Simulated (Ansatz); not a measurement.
**GaAsH₂ (triplet): the correlation ladder, cc-pVDZ**

Aim: climb from Hartree-Fock through coupled cluster for GaAsH₂ (triplet) at one geometry and basis, and see what each rung misses.

Method: cc-pVDZ, core rule «outside noble gas», up to 28 orbitals frozen; program: Ansatz 0.2.0, Gaussian basis.

Plan: UHF; CCSD(T) on ROHF; CCSD(T) on UHF; BCCD(T) on ROHF; CISD as a restricted active space (open shells left free, so some higher excitations enter); CCSDT(Q) on ROHF; CCSDT(Q) on UHF; CCSDTQ on ROHF.

14 further runs of the same task are left out: 8 for a known fault of the program, 6 set aside as unsound or not needed. Runs told in other sessions of the task aren't counted.

**1. What is computed**

The geometry is a PBE0/def2-TZVP stationary point (not a proven minimum). No spin-orbit coupling is included. The filled d shell of Ga, As may be among the frozen orbitals whatever the setting's name suggests.

4 atoms, charge 0, spin multiplicity 3.

Atoms are counted from 1 here; the program's logs count them from 0.

Bond lengths: Ga1–As2 2.473 Å, Ga1–H3 1.608 Å, As2–H4 1.527 Å. Angles: As2–Ga1–H3 116.3°, Ga1–As2–H4 93.5°.

**2. UHF**

Input file in.yaml:

```yaml
crystal:
  periodic: [false, false, false]
  atoms:
    - {symbol: Ga, position_ang: [0.000000, -0.061519, 1.274398]}
    - {symbol: As, position_ang: [0.000000, 0.058800, -1.195307]}
    - {symbol: H, position_ang: [0.000000, 1.343482, 2.055926]}
    - {symbol: H, position_ang: [0.000000, -1.458691, -1.361996]}
basis:
  gaussian: {orbitals: cc-pVDZ}
magnetization: {spin_polarized: true, initial_magnetization: 2}
hamiltonian: {xc: hf}
output: {orbitals: {seedname: orbitals}}
```

Started as:

```bash
> ansatz run in.yaml --threads 1 --pin off --events-out ev --progress --plain --max-ram 4096MiB --backend cpu
```

Further steps of the session: CCSD(T) on ROHF; CCSD(T) on UHF; BCCD(T) on ROHF; CISD as a restricted active space (open shells left free, so some higher excitations enter); CCSDT(Q) on ROHF; CCSDT(Q) on UHF; CCSDTQ on ROHF.

Q: Predict the results of all the runs planned. Wanted: RCCSDTQ from the RHF energy; RMP2 from RCCSDTQ; UMP2 from RCCSDTQ; RCCSD from RCCSDTQ; RCCSD(T) from RCCSDTQ; UCCSD(T) from RCCSDTQ; RCCSDT(Q) from RCCSDTQ; UCCSDT(Q) from RCCSDTQ; T1 diagnostic.

The runs gave:

| quantity | value |
| --- | --- |
| RCCSDTQ from the ROHF energy | -4.8939 eV |
| RMP2 from RCCSDTQ | +1063.8 meV |
| UMP2 from RCCSDTQ | +1066.1 meV |
| RCCSD from RCCSDTQ | +173.7 meV |
| RCCSD(T) from RCCSDTQ | +38.2 meV |
| UCCSD(T) from RCCSDTQ | +30.6 meV |
| RCCSDT(Q) from RCCSDTQ | +0.8 meV |
| UCCSDT(Q) from RCCSDTQ | -7.4 meV |
| levels within 1 kcal/mol (43 meV) | RCCSD(T), UCCSD(T), BCCD(T), RCCSDT, UCCSDT, RCCSDT(Q), UCCSDT(Q) |
| T1 diagnostic | 0.027 |

RCCSD(T) lands +38.2 meV from the yardstick (0.8 % of the correlation energy). These misses are within one basis, not against nature; the frozen cores of restricted and unrestricted runs differ, which can shift their rows.
